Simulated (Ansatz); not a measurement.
# In4Sb3As: the cost of one run

Program: Ansatz 0.2.0. PAW datasets, plane waves. No spin polarisation and no zero-point or thermal motion; the cell was built from a prototype and may be hypothetical.

### Step 1. The cell

The cell was relaxed beforehand with r2SCAN.

The symmetry is Pm (No. 6, monoclinic); a = 7.481 Å, b = 4.549 Å, c = 7.873 Å, β = 90.0° in the conventional setting, 33.49 Å³ an atom. Around As lie 4 In at 2.67–2.71 Å; around Sb lie 4 In at 2.83–2.86 Å; around Sb lie 4 In at 2.81–2.86 Å; around Sb lie 4 In at 2.81–2.84 Å; around In lie 1 As at 2.67 Å and 3 Sb at 2.81–2.82 Å.

The structure in full:

Space group Pm (No. 6). a = 7.481 Å, b = 4.549 Å, c = 7.873 Å, α = 90.00°, β = 90.03°, γ = 90.00°
| atom | site | symmetry | x | y | z |
| --- | --- | --- | --- | --- | --- |
| As | 1a | m | 0.9973 | 0.0000 | 0.3310 |
| Sb | 1b | m | 0.0024 | 0.5000 | 0.8343 |
| Sb | 1b | m | 0.4991 | 0.5000 | 0.1731 |
| Sb | 1a | m | 0.5034 | 0.0000 | 0.6618 |
| In | 1a | m | 0.3540 | 0.0000 | 0.3336 |
| In | 1b | m | 0.3805 | 0.5000 | 0.8348 |
| In | 1b | m | 0.8808 | 0.5000 | 0.1791 |
| In | 1a | m | 0.8825 | 0.0000 | 0.6523 |

### Step 2. Band structure with PBE

input.yaml

```yaml
crystal:
  lattice:
    - [7.4808511532, 0.0, -0.0021923393]
    - [0.0, 4.548897928, 0.0]
    - [-0.0023326428, 0.0, 7.8728205011]
  atoms:
    - { symbol: As, position: [-0.0027149209, 0.0, 0.3309913516] }
    - { symbol: Sb, position: [0.0023602366, 0.5, 0.8342644807] }
    - { symbol: Sb, position: [0.4991195289, 0.5, 0.1731459527] }
    - { symbol: Sb, position: [0.5033910787, 0.0, 0.6617947607] }
    - { symbol: In, position: [0.354046725, 0.0, 0.3336014282] }
    - { symbol: In, position: [0.3804984799, 0.5, 0.8347995214] }
    - { symbol: In, position: [0.8808069958, 0.5, 0.1790711615] }
    - { symbol: In, position: [0.8824918761, 0.0, 0.6523313432] }
kpoints:
  mp_grid: { grid: [4, 6, 4] }
  band_path:
    path:
      - [0.0, 0.0, 0.0]
      - [3.132915870064e-36, 0.5, -4.711507134307e-18]
      - [-2.518275986187e-20, 0.5, 0.5]
      - [-2.518275986187e-20, -3.940602949445e-35, 0.5]
      - [0.0, 0.0, 0.0]
      - [-0.5, -1.292956043447e-20, 0.5]
      - [-0.5, 0.5, 0.5]
      - [3.132915870064e-36, 0.5, -4.711507134307e-18]
      - [-0.5, 0.5, -2.204712873905e-17]
      - [-0.5, -1.292956043447e-20, -1.735694680317e-17]
      - [0.0, 0.0, 0.0]
    npoints: 10
hamiltonian:
  xc: pbe
scf:
  occupations: { method: fermi_dirac, width: 0.02 }
  n_extra_bands: 6
output:
  forces: true
  stress: true
  eigenvalues: true
  write_density: true
  write_potential: true
  elf: true
  volumetric_format: npy
```

Run with:

```sh
$ ansatz run input.yaml --threads 4 --pin off --max-ram 6451MiB --backend cpu --events-out ev --progress --plain --runs-dir out
```

**Question.** How long does this run take on 4 threads of Intel Xeon Platinum 8488C (Sapphire Rapids), shared host, and how much memory does it need?

About 28 s, with a peak of 1.5 GiB.
